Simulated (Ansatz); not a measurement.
**GeHCl (singlet): the correlation ladder, cc-pVTZ**

The task here is to estimate one member of a computed series from the others.

The runs use Ansatz 0.2.0, Gaussian basis; cc-pVTZ, core rule «outside noble gas», up to 19 orbitals frozen.

The runs, in order: UHF; CCSD(T) on RHF; CCSD(T) on UHF; BCCD(T) on RHF; CCSDT(Q) on RHF; CCSDT(Q) on UHF; CASSCF and MRCISD+Q, 12 electrons in 9 orbitals; CASSCF and NEVPT2, 12 electrons in 9 orbitals.

10 further runs of the same task are left out: 4 for a known fault of the program, 6 set aside as unsound or not needed.

## The system

The geometry is a PBE0/def2-TZVP stationary point (not a proven minimum) of the parent state, kept for this charge and spin. No spin-orbit coupling is included. The filled d shell of Ge may be among the frozen orbitals whatever the setting's name suggests; the logs give the count.

3 atoms, charge 0, spin multiplicity 1.

Atoms are counted from 1 here; the program's logs count them from 0.

Bond lengths: Ge1–Cl2 2.148 Å, Ge1–H3 1.556 Å. Angles: Cl2–Ge1–H3 115.2°.

Set-up of the first run:

File in.yaml:

```yaml
crystal:
  periodic: [false, false, false]
  atoms:
    - {symbol: Ge, position_ang: [0.000000, -0.039179, 0.691027]}
    - {symbol: Cl, position_ang: [0.000000, 0.042088, -1.455820]}
    - {symbol: H, position_ang: [0.000000, 1.343123, 1.405821]}
basis:
  gaussian: {orbitals: cc-pVTZ}
magnetization: {spin_polarized: true, initial_magnetization: 0}
hamiltonian: {xc: hf}
output: {orbitals: {seedname: orbitals}}
```

Launch:

```
ansatz run in.yaml --threads 1 --pin off --events-out ev --progress --plain --max-ram 4096MiB --backend cpu
```

Among the steps run: UHF; CCSD(T) on RHF; CCSD(T) on UHF; BCCD(T) on RHF; CCSDT(Q) on RHF; CCSDT(Q) on UHF; CASSCF and MRCISD+Q, 12 electrons in 9 orbitals; CASSCF and NEVPT2, 12 electrons in 9 orbitals.

One of the session's tables, all rows but one given; the rest of the session is left out.

It belongs to the step «Misses and costs». 

| method | from RCCSDT(Q) (kJ/mol) |
| --- | --- |
| RHF | +862.3 |
| UHF | +856.1 |
| RMP2 | +121.0 |
| UMP2 | +137.4 |
| RCCSD | +37.9 |
| UCCSD | +39.2 |
| RCCSD(T) | +4.3 |
| UCCSD(T) | +5.2 |
| BCCD(T) | +4.1 |
| RCCSDT | +1.8 |
| UCCSDT | +2.2 |
| RCCSDT(Q) | 0 |
| UCCSDT(Q) | +0.3 |
| CASSCF valence | ? |
| NEVPT2 valence | +169.7 |
| MRCISD valence | +78.4 |
| MRCISD+Q valence | +14.1 |

**Question.** Estimate the row for CASSCF valence.

As computed: from RCCSDT(Q) (kJ/mol): +731.1. In the column «from RCCSDT(Q) (kJ/mol)» it lies between NEVPT2 valence (+169.7) and UHF (+856.1).

To keep in mind: Restricted and unrestricted rows rest on different reference determinants; where their highest levels disagree by more than a few hundredths of an eV, they describe different states and don't form one ladder.
